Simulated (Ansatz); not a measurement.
# InAs (zinc blende): the cost of one run

Method: DFT PBE, scalar-relativistic, plane waves, PAW, in Ansatz 0.2.0.

## 1. The structure to begin with

It takes space group F-43m (No. 216, cubic). Conventional cell: a = 6.038 Å, b = 6.038 Å, c = 6.038 Å, α = 90.00°, β = 90.00°, γ = 90.00°. Around In (site symmetry -43m) lie 4 As at 2.61 Å. As (site symmetry -43m) has 4 In at 2.61 Å as nearest neighbours.

As a file:

```
CELL_PARAMETERS angstrom
0.00000 3.01887 3.01887
3.01887 0.00000 3.01887
3.01887 3.01887 0.00000
ATOMIC_POSITIONS crystal
In 0.00000 0.00000 0.00000
As 0.25000 0.25000 0.25000
```

## 2. Phonons: InAs (zinc blende), no spin, volume × 0.99

The input, input.yaml:

```yaml
crystal:
  lattice:
    - [0.0, 3.0188694895, 3.0188694895]
    - [3.0188694895, 0.0, 3.0188694895]
    - [3.0188694895, 3.0188694895, 0.0]
  atoms:
    - { symbol: In, position: [0.0, 0.0, 0.0] }
    - { symbol: As, position: [0.25, 0.25, 0.25] }
scf:
  occupations: { method: gaussian, width: 0.005 }
output: {}
hamiltonian:
  xc: pbe
basis:
  ecutwfc: 500
kpoints:
  mp_grid: { grid: [24, 24, 24] }
phonons:
  method: dfpt
  dielectric: false
  eigenvectors: false
```

Run with:

```sh
$ ansatz run input.yaml --threads 1 --pin off --max-ram 2867MiB --backend cpu --events-out ev --progress --plain --runs-dir out
```

What time and memory should one allow on 1 thread of Intel Xeon at 2.30GHz, shared host?

About 9.7 min, with a peak of 1.6 GiB.
